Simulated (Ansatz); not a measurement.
This script makes an atomisation energy of C₂HClZn, SMILES Cl[C]1=[CH][Zn]1 with Ansatz 0.2.0 through its Python package.

Input file `c2hclzn.xyz`:
```text
5

Cl   -0.75130   -0.74470    2.05380
C    -0.33970   -0.15890    0.44000
C     0.57680    0.14260   -0.45810
Zn   -1.09670    0.47010   -1.35500
H     1.66090    0.21730   -0.72210
```

`c2hclzn_tae.py`
```python
"""Energy to split C2HClZn into its atoms."""

from collections import Counter

import ansatz as az


def energy_of(molecule, charge=0, unpaired=0):
    calc = (
        molecule.calculation()
        .basis(gaussian="6-31G*")
        .functional("pbe0")
        .accuracy("high")  # preset for grids and thresholds
    )
    if charge:
        calc = calc.charge(charge)
    if unpaired:
        calc = calc.spin("collinear", total=unpaired)
    report = calc.run(threads=1).report
    if report["published_state_doubts"]:
        print("  doubts:", report["published_state_doubts"])
    return report["free_energy_ev"]


def main() -> None:
    system = az.Crystal.molecule_from_extxyz("c2hclzn.xyz")

    # Hund ground states
    unpaired = {"Cl": 1, "C": 2, "Zn": 0, "H": 1}
    counts = Counter(site.symbol for site in system.cartesian_sites)
    atom_energy = {s: energy_of(az.Crystal.molecule().atom(s, (0, 0, 0)), 0, unpaired[s]) for s in counts}
    whole = energy_of(system, 0, 0)
    for s, e in atom_energy.items():
        print(f"{s:2s} x{counts[s]}  {e:14.5f} eV")
    print(f"C2HClZn: {whole:.5f} eV")
    split = sum(counts[s] * e for s, e in atom_energy.items()) - whole
    print(f"atomisation energy (no zero-point term): {split:.3f} eV, {split / sum(counts.values()):.3f} eV an atom")


if __name__ == "__main__":
    main()
```

What does it cost to take this molecule apart into atoms?

14.682 eV from the electronic energies, without the zero-point term.

What the script printed:

```console
$ python c2hclzn_tae.py
Cl x1    -12516.36223 eV
C  x2     -1028.41225 eV
Zn x1    -48403.31130 eV
H  x1       -13.58146 eV
C2HClZn: -63004.76112 eV
atomisation energy (no zero-point term): 14.682 eV, 2.936 eV an atom
```

Reading the output:
- The settings weren't tested for convergence.
- The geometry is a force-field or estimated start, not a minimum of this method, and the basis set is short of its limit. All parts are taken at fixed geometry, without zero-point energy.
- It ran for 29 s on 1 thread of Arm Neoverse V1 (shared host), peak memory 0.35 GiB.
